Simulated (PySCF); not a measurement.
# C2H6GeO2 (SMILES C[O][Ge][O]C) at 6 levels

We compute a comparison of 6 runs (HF/STO-3G, HF/3-21G, HF/def2-TZVP, B3LYP/6-31G*, r2SCAN/6-31G**) of C2H6GeO2. 

Program for the calculation: PySCF 2.14.0.

1 further run of the same task is left out (it didn't finish).

**1. Starting point**

The species is C2H6GeO2 (11 atoms), meant as a singlet with charge 0. SMILES: `C[O][Ge][O]C`. Geometry: relaxed at PBE0-D4/def2-TZVP. This is one conformer, not always the lowest.

Bond lengths: C1–O2 1.411 Å, O2–Ge3 1.770 Å, Ge3–O4 1.795 Å, O4–C5 1.406 Å, C1–H6 1.094 Å, C1–H7 1.094 Å, C1–H8 1.092 Å, C5–H9 1.094 Å, C5–H10 1.099 Å, C5–H11 1.094 Å. Some angles: C1–O2–Ge3 128.4°, O2–Ge3–O4 98.0°, Ge3–O4–C5 121.5°, O2–C1–H6 109.1°, O2–C1–H7 109.2°, O2–C1–H8 112.2°, O4–C5–H9 109.8°, O4–C5–H10 112.9°, O4–C5–H11 109.8°, H6–C1–H7 108.2°.

**2. Energy and forces at HF/STO-3G (run 1)**

calc.py

```python
from pyscf import gto, scf

molecule = gto.Mole()
molecule.atom = [
    ('C', (-0.578100, 0.287700, 2.078200)),
    ('O', (0.738200, -0.162000, 1.841100)),
    ('Ge', (1.522600, -0.497000, 0.290000)),
    ('O', (0.141700, -0.086000, -0.780900)),
    ('C', (0.242000, -0.187400, -2.179500)),
    ('H', (-1.089400, -0.429500, 2.727300)),
    ('H', (-0.541400, 1.250900, 2.595900)),
    ('H', (-1.148500, 0.402400, 1.153800)),
    ('H', (0.061100, 0.790300, -2.636700)),
    ('H', (1.228100, -0.540100, -2.512700)),
    ('H', (-0.511200, -0.886200, -2.556000)),
]
molecule.verbose = 4
molecule.basis = 'sto-3g'
molecule.max_memory = 1860
molecule.build()

hf = scf.RHF(molecule)
hf.conv_tol = 1e-10
hf.kernel()
if not hf.converged:
    hf = hf.newton().run(hf.mo_coeff, hf.mo_occ)

etot = hf.e_tot
print('Final energy', etot)
grad = hf.nuc_grad_method().kernel()
hf.analyze()
```

Started as:

```console
OMP_NUM_THREADS=1 python calc.py
```

The program printed:

```text
PySCF version 2.14.0

[... 81 lines left out ...]
Total Energy =                       -2277.755140392310295
[... 8 lines left out ...]
MO #2   energy= -50.3524405466072  occ= 2
[... 6 lines left out ...]
MO #9   energy= -11.0735074939935  occ= 2
[... 6 lines left out ...]
MO #16  energy= -0.866873378898512 occ= 2
[... 6 lines left out ...]
MO #23  energy= -0.605989502147488 occ= 2
[... 6 lines left out ...]
MO #30  energy= -0.34813091613588  occ= 2
[... 6 lines left out ...]
MO #37  energy= 0.682273288584753  occ= 0
[... 6 lines left out ...]
MO #44  energy= 0.777755988772502  occ= 0
[... 58 lines left out ...]
Dipole moment(X, Y, Z, Debye):  0.01499, -0.05908, -1.05887
```

Run time: 6 s. Hardware: 1 thread of Intel Xeon at 2.70GHz, shared host; peak memory 0.12 GiB.

**3. Energy and forces at HF/3-21G (run 2)**

job.py

```python
import pyscf.grad
from pyscf import gto, scf

mol = gto.Mole()
mol.atom = [
    ('C', (-0.578100, 0.287700, 2.078200)),
    ('O', (0.738200, -0.162000, 1.841100)),
    ('Ge', (1.522600, -0.497000, 0.290000)),
    ('O', (0.141700, -0.086000, -0.780900)),
    ('C', (0.242000, -0.187400, -2.179500)),
    ('H', (-1.089400, -0.429500, 2.727300)),
    ('H', (-0.541400, 1.250900, 2.595900)),
    ('H', (-1.148500, 0.402400, 1.153800)),
    ('H', (0.061100, 0.790300, -2.636700)),
    ('H', (1.228100, -0.540100, -2.512700)),
    ('H', (-0.511200, -0.886200, -2.556000)),
]
mol.basis = '3-21g'
mol.max_memory = 1860
mol.verbose = 4
mol.charge = 0
mol.build()

mf = scf.RHF(mol)
mf.conv_tol = 1e-10
mf.kernel()
if not mf.converged:
    mf = mf.newton().run(mf.mo_coeff, mf.mo_occ)

energy = mf.e_tot
print(f'total energy: {energy:.8f} hartree')
grad = mf.Gradients().kernel()
dip = mf.dip_moment()
pop, q = mf.mulliken_pop()
```

Started as:

```console
OMP_NUM_THREADS=1 python job.py
```

The program printed:

```text
PySCF version 2.14.0

[... 67 lines left out ...]
converged SCF energy = -2293.08626959925
total energy: -2293.08626960 hartree
[... 11 lines left out ...]
Dipole moment(X, Y, Z, Debye): -0.20422, -0.02144, -1.76823
[... 82 lines left out ...]
charge of   10H =      0.19233
```

Run time: 4.2 s. Hardware: 1 thread of Intel Xeon at 2.70GHz, shared host; peak memory 0.14 GiB.

Runs 3 to 5 aren't shown in full; the table further down has their settings and results.

**4. Energy and forces at r2SCAN/6-31G(d,p) (spherical functions) (run 6)**

job.py

```python
import pyscf.grad
from pyscf import gto, dft

system = gto.Mole()
system.atom = '''
C     -0.578100     0.287700     2.078200
O      0.738200    -0.162000     1.841100
Ge     1.522600    -0.497000     0.290000
O      0.141700    -0.086000    -0.780900
C      0.242000    -0.187400    -2.179500
H     -1.089400    -0.429500     2.727300
H     -0.541400     1.250900     2.595900
H     -1.148500     0.402400     1.153800
H      0.061100     0.790300    -2.636700
H      1.228100    -0.540100    -2.512700
H     -0.511200    -0.886200    -2.556000
'''
system.charge = 0
system.spin = 0
system.max_memory = 1860
system.verbose = 4
system.basis = '6-31g**'
system.build()

calc0 = dft.RKS(system)
calc0.xc = 'r2scan'
calc0.conv_tol = 1e-10
calc0.grids.level = 5
calc0.kernel()
if not calc0.converged:
    calc0 = calc0.newton().run(calc0.mo_coeff, calc0.mo_occ)

e_tot = calc0.e_tot
print('E(%s) = %.9f' % ('R2SCAN', e_tot))
grad = calc0.Gradients().kernel()
calc0.analyze()
```

Started as:

```console
OMP_NUM_THREADS=1 python job.py
```

The program printed:

```text
PySCF version 2.14.0

[... 104 lines left out ...]
Two-electron Energy =                 1264.069529532615661
[... 16 lines left out ...]
MO #13  energy= -4.3302507330324   occ= 2
[... 14 lines left out ...]
MO #28  energy= -0.38491657384438  occ= 2
[... 14 lines left out ...]
MO #43  energy= 0.180907725183706  occ= 0
[... 14 lines left out ...]
MO #58  energy= 0.689189230321275  occ= 0
[... 14 lines left out ...]
MO #73  energy= 1.29213535771653   occ= 0
[... 14 lines left out ...]
MO #88  energy= 2.04629314589014   occ= 0
[... 14 lines left out ...]
MO #103 energy= 2.86160024135345   occ= 0
[... 14 lines left out ...]
MO #118 energy= 3.57907131997149   occ= 0
[... 132 lines left out ...]
Dipole moment(X, Y, Z, Debye): -0.61404,  0.14017, -1.33282
```

Run time: 1.9 min. Hardware: 1 thread of Intel Xeon at 2.70GHz, shared host; peak memory 1.2 GiB.

**5. All runs side by side**

```
run                                 level  integration grid  Cartesian functions   energy (Eh)  dipole moment (D)  HOMO energy (eV)  LUMO energy (eV)  wall time
  1                             HF/STO-3G                 –                   no  -2277.755140               1.06             -6.79              5.73        6 s
  2                              HF/3-21G                 –                   no  -2293.086270               1.78             -9.74              1.78      4.2 s
  3                          HF/def2-TZVP                 –                   no  -2304.440906               1.48            -10.08              1.55      4 min
  4    B3LYP/6-31G* (spherical functions)                 5                   no  -2307.054556               1.43             -7.06             -1.51       60 s
  5    B3LYP/6-31G* (Cartesian functions)                 5                  yes  -2307.064014               1.43             -7.06             -1.51       59 s
  6  r2SCAN/6-31G** (spherical functions)                 5                   no  -2306.869451               1.47             -6.34             -2.00    1.9 min
```

**6. Outcome**

```
                       quantity           value
            run 6: total energy  -2306.86945 Eh
           run 6: dipole moment          1.47 D
             run 6: HOMO energy        -6.34 eV
             run 6: LUMO energy        -2.00 eV
           run 6: HOMO–LUMO gap         4.34 eV
run 6: largest force on an atom      0.547 eV/Å
```

The dipole moment (its size) runs from 1.06 D (HF/STO-3G) to 1.78 D (HF/3-21G). The HOMO–LUMO gap runs from 4.34 eV (r2SCAN/6-31G**) to 12.52 eV (HF/STO-3G). The two ends differ in method and basis. Totals of different functionals can't be ranked against each other. In run 1 the basis is minimal, so the values are rough. All runs together took 8 min, the longest 4 min.
